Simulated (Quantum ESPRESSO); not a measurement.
Cu, 1 atom in the cell. The structure is orthorhombic, space group Fmmm (No. 69). The conventional cell has a = 3.280 Å, b = 3.900 Å, c = 4.639 Å, α = 90.00°, β = 90.00°, γ = 90.00°. Cu (site symmetry mmm) has 8 Cu at 2.55 to 2.84 Å as nearest neighbours. The cell was built by a generator and needn't be a form met in nature.

* Program: Quantum ESPRESSO 7.5
* Task: single point
* Functional: LDA
* Potentials or basis: GBRV 1.5 LDA
* Cutoff: 762 eV
* Density cutoff: 6095 eV
* k mesh: 16 × 16 × 16
* Occupations: methfessel-paxton, width 0.1 eV
* Spin: no spin polarisation
* Form of the LDA correlation: PZ81
* Mixing beta: 0.5
* Most SCF iterations: 120
* SCF threshold: 2e-10 Ry

Potentials or basis: GBRV 1.5 LDA.

Run with:

```console
$ OMP_NUM_THREADS=1 pw.x -in pw.in > pw.out
```

Hardware: 1 thread of Arm Neoverse V2, on a shared host.

Q: Estimate the wall time of this run.

A: Run time: 2.8 min on 1 thread of Arm Neoverse V2, with other jobs on the host, peak memory 0.19 GiB. Counts: scf iterations 20, k pools 1, bands 16, k points 621, g dense 16065.
